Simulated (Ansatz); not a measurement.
# Br2HInO: one species, many methods

The task here is to estimate one member of a computed series from the others.

Program: Ansatz 0.2.0, Gaussian basis. Level of theory: functionals in def2-TZVPP, the program's frozen cores in correlated methods. These are calculated values, not measurements.

Levels to be run: LDA (SPW92), PBE-D4, revPBE-D4, BLYP-D4, r2SCAN-D4, B97M-V, PBE0-D4, B3LYP-D4, r2SCANh-D4, r2SCAN0-D4, HSE06-D4, BHLYP-D4, CAM-B3LYP-D4, LC-ωPBE, ωB97X-V, ωB97M-V, B2PLYP, PBE-QIDH; CCSD(T)/def2-SVP; CCSD(T)/def2-TZVPP; MP2/def2-QZVPP; extrapolation to the limit; RPA on PBE.

## The relaxed structure

An earlier PBE0-D4 in a triple-zeta def2 set relaxation fixed the geometry. In takes the def2 core potential; no spin-orbit term is included.

SMILES `[OH][In]([Br])[Br]`, 5 atoms, charge 0, spin multiplicity 1.

Atoms are counted from 1 here; the program's logs count them from 0.

Bond lengths: O1–In2 1.964 Å, O1–H5 0.962 Å, In2–Br3 2.448 Å, In2–Br4 2.431 Å. Angles: In2–O1–H5 111.8°, O1–In2–Br3 119.2°, O1–In2–Br4 119.0°, Br3–In2–Br4 121.7°.

The first run:

The input, in.yaml:

```yaml
crystal:
  periodic: [false, false, false]
  atoms:
    - {symbol: O, position_ang: [-0.236193, 1.558027, -0.040815]}
    - {symbol: In, position_ang: [-0.118032, -0.400281, -0.123998]}
    - {symbol: Br, position_ang: [1.736777, -1.535137, 1.001007]}
    - {symbol: Br, position_ang: [-1.820545, -1.634214, -1.343238]}
    - {symbol: H, position_ang: [0.487894, 1.937903, 0.465545]}
basis:
  gaussian: {orbitals: def2-TZVPP}
hamiltonian: {xc: lda}
output: {orbitals: {seedname: orbitals}}
```

Steps of the session up to this table: LDA; PBE-D4 (GGA); revPBE-D4 (GGA); BLYP-D4 (GGA); r2SCAN-D4 (meta-GGA); B97M-V (meta-GGA); PBE0-D4 (hybrid); B3LYP-D4 (hybrid); r2SCANh-D4 (hybrid); r2SCAN0-D4 (hybrid); HSE06-D4 (hybrid); BHLYP-D4 (hybrid); CAM-B3LYP-D4 (range-separated); LC-ωPBE-D4 (range-separated; the results give it without D4); ωB97X-V (range-separated); ωB97M-V (range-separated); B2PLYP (double hybrid); PBE-QIDH (double hybrid).

One table of the session follows, with a row left open; its other results are not shown here.

It belongs to the step «Frontier levels by functional». 

| functional | HOMO (eV) | LUMO (eV) | gap (eV) |
| --- | --- | --- | --- |
| LDA (SPW92) | -7.58 | -3.81 | 3.77 |
| PBE-D4 | -7.39 | -3.47 | 3.92 |
| revPBE-D4 | -7.33 | -3.35 | 3.99 |
| BLYP-D4 | -7.21 | -3.43 | 3.79 |
| r2SCAN-D4 | -7.75 | -3.29 | 4.46 |
| B97M-V | -7.78 | -3.28 | 4.51 |
| PBE0-D4 | -8.70 | -2.63 | 6.07 |
| B3LYP-D4 | ? | ? | ? |
| r2SCANh-D4 | -8.22 | -2.98 | 5.24 |
| r2SCAN0-D4 | -8.93 | -2.52 | 6.41 |
| HSE06-D4 | -8.30 | -2.99 | 5.30 |
| BHLYP-D4 | -9.82 | -1.78 | 8.04 |
| CAM-B3LYP-D4 | -10.01 | -1.71 | 8.30 |
| LC-ωPBE | -11.41 | -0.44 | 10.98 |
| ωB97X-V | -11.04 | -0.60 | 10.45 |
| ωB97M-V | -10.90 | -0.73 | 10.18 |

**Question.** Estimate the row for B3LYP-D4.

Worked estimate for «HOMO (eV)». Against the share of exact exchange, BLYP-D4 (0, -7.21), BHLYP-D4 (0.5, -9.82) give a slope of -5.22 per unit share; at 0.2 the line stands at -8.25.

As computed: HOMO (eV): -8.42; LUMO (eV): -2.94; gap (eV): 5.48. In «HOMO (eV)» the line misses by +0.17.
